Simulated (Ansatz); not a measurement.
Cl2Sn, SMILES [Cl][Sn][Cl], a relaxed scan of one distance

Computed with the Python package of Ansatz (0.2.0).

At the Python prompt:
```pycon
>>> import ansatz as az
>>> import numpy as np
>>> GEOMETRY = '''
... Cl    1.17640    1.36750    0.78370
... Sn   -0.71700    0.45000   -0.34060
... Cl   -0.47030   -1.88230   -0.45630
... '''
>>> system = az.Crystal.molecule()
>>> for line in GEOMETRY.strip().splitlines():
...     symbol, *xyz = line.split()
...     system = system.atom(symbol, [float(v) for v in xyz])
...
>>> base = (
...     system.calculation()
...     .basis(gaussian='def2-SVP')
...     .functional('PBE')
... )
>>> symbols = [site.symbol for site in system.cartesian_sites]
>>> pairs = [(0, 1), (1, 2)]
>>> print('held (A)   E (eV)        ', '  '.join(f'{symbols[i]}{i}-{symbols[j]}{j}' for i, j in pairs))
held (A)   E (eV)         Cl0-Sn1  Sn1-Cl2
>>> for length in [2.19, 2.39, 2.58, 2.86, 3.22]:
...     report = base.relax(constraints=[az.DistanceConstraint((0, 1), at=length)], force_tolerance=0.02, max_steps=60).run().report
...     xyz = np.array(report['positions_ang'])
...     print(f'{length:6.2f} {report["free_energy_ev"]:14.5f}  ', '  '.join(f'{np.linalg.norm(xyz[i] - xyz[j]):.3f}' for i, j in pairs))
...
DeckWarning: relax.constraints: the input's atoms, or those drawn, lie off the distances that are held; a relaxation that starts there is brought onto them ahead of its first SCF, by positions alone, an atom by 9.78e-2 Å at the most. With the symmetry detection on, the symmetry is detected on the input's atoms as so brought (as typed, where only the drawn atoms reach the distances), and notices that speak of the structure as typed mean those atoms
  2.19   -30861.17380   2.190  2.425
  2.39   -30861.56321   2.390  2.414
  2.58   -30861.43422   2.580  2.403
  2.86   -30860.90256   2.860  2.392
  3.22   -30860.11567   3.220  2.382
```

Reading the output:
- Total energies depend on the basis set; only differences at equal settings carry meaning.
- Warnings are shown shortened and without file and line.
- The energies are electronic: no zero-point or thermal terms, and the basis set is short of its limit.
- def2 sets replace the cores of elements past krypton by effective core potentials.
- The whole script took 28 s on 1 thread of Arm Neoverse V2, with other jobs on the host, peak memory 0.19 GiB.
